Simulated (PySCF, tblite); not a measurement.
# C₄H₁₃AlN₂Si₂: geometry, infrared bands and NMR shifts

What infrared bands and NMR shifts should C₄H₁₃AlN₂Si₂ (`C=C[CH2][AlH][N]1[SiH2]CN[SiH2]1`) show?

The runs use tblite 0.8.0 and PySCF 2.14.0, with density-fitted response routines of our own; the level of theory stands in each step. All values are computed, except where a source is named. Atoms count from 0, in the outputs and in this text.

**1. The molecule as given**

22 atoms, charge 0, multiplicity 1; geometry from: force field or distance geometry start.

Bonds of the start (Å): C0–C1 1.34, C1–C2 1.47, C2–Al3 2.01, Al3–N4 1.88, N4–Si5 1.81, Si5–C6 1.88, C6–N7 1.44, N7–Si8 1.80, Si8–N4 1.80, C0–H9 1.07, C0–H10 1.08, C1–H11 1.09, C2–H12 1.12, C2–H13 1.10, Al3–H14 1.60, Si5–H15 1.48, Si5–H16 1.44, C6–H17 1.09, C6–H18 1.10, N7–H19 1.05, Si8–H20 1.47, Si8–H21 1.48.

**2. Optimising the geometry with GFN2-xTB**

The job: settings as JSON, then the geometry in Å.

```
{"job": {"kind": "relax", "xc": "GFN2-xTB", "basis": "xTB"}, "charge": 0, "multiplicity": 1}
C      4.592600     0.334500     0.233600
C      3.436300    -0.270600    -0.055300
C      2.273600     0.408800    -0.644600
Al     0.771000     0.202700     0.671500
N     -0.969900     0.701500     0.182400
Si    -1.644800    -0.252200    -1.202700
C     -3.451600     0.187400    -0.915400
N     -3.635000    -0.288500     0.432800
Si    -2.214500     0.238900     1.399300
H      4.782000     1.372800     0.067400
H      5.369600    -0.274900     0.672200
H      3.340400    -1.330100     0.170500
H      1.967800    -0.150500    -1.565200
H      2.451100     1.465500    -0.908200
H      0.955400    -0.892100     1.829700
H     -1.462300    -1.689100    -0.923700
H     -1.155300     0.173900    -2.490900
H     -3.496400     1.278200    -0.936300
H     -4.107500    -0.279600    -1.659800
H     -3.576100    -1.336600     0.393000
H     -2.547300     1.350100     2.302500
H     -1.689500    -0.930900     2.144900
```

Command:

```bash
> OMP_NUM_THREADS=1 python probes_run.py task.json out
```

This one command runs all jobs of the session in turn.

**Question.** This job is followed by: GFN2-xTB harmonic vibrations, gas phase; GIAO PBE0/pcSseg-1 NMR shielding, non-relativistic, gas phase. What will the session give for the following? strongest single infrared mode (GFN2-xTB); zero-point energy (GFN2-xTB); 13C shifts against TMS (PBE0/pcSseg-1); 1H shifts against TMS (PBE0/pcSseg-1, means over atoms taken as alike); 27Al shifts against AlH4- (PBE0/pcSseg-1); 15N shifts against NH3 (PBE0/pcSseg-1); 29Si shifts against TMS (PBE0/pcSseg-1).

**Answer**, as computed:

| quantity | value |
| --- | --- |
| strongest single infrared mode (GFN2-xTB) | 875 cm⁻¹, 714 km/mol |
| zero-point energy (GFN2-xTB) | 96.7 kcal/mol |
| 13C shifts against TMS (PBE0/pcSseg-1) | 143.4, 121.5, 29.8, 23.1 ppm |
| 1H shifts against TMS (PBE0/pcSseg-1, means over atoms taken as alike) | 6.28, 5.62, 5.50, 5.18, 5.15, 4.82, 3.08, 2.03, -0.18 ppm |
| 27Al shifts against AlH4- (PBE0/pcSseg-1) | 147.9 ppm |
| 15N shifts against NH3 (PBE0/pcSseg-1) | 61.2, 11.6 ppm |
| 29Si shifts against TMS (PBE0/pcSseg-1) | -16.7, -26.7 ppm |

What this shows: Relaxing lowered the energy by 1.253 eV in 162 steps; the close pair that moved most is N7–Si8, from 1.797 to 1.706 Å. The lowest mode is imaginary (31i cm⁻¹), so the xTB geometry is not a minimum. The strongest single mode, at 875 cm⁻¹, moves mainly N4 and Si8. Unscaled tight-binding wavenumbers are off by several per cent, some by more. Its intensities can rank the bands wrongly. C1 (alkene CH) lies farthest downfield among carbon, at 143.4 ppm; an sp2 carbon of a C=C bond. H11 (hydrogen on an alkene CH) lies farthest downfield among hydrogen, at 6.28 ppm; olefinic region. At PBE0/pcSseg-1: The widest tensor belongs to C1: span 241 ppm, with a paramagnetic part of -216 ppm.
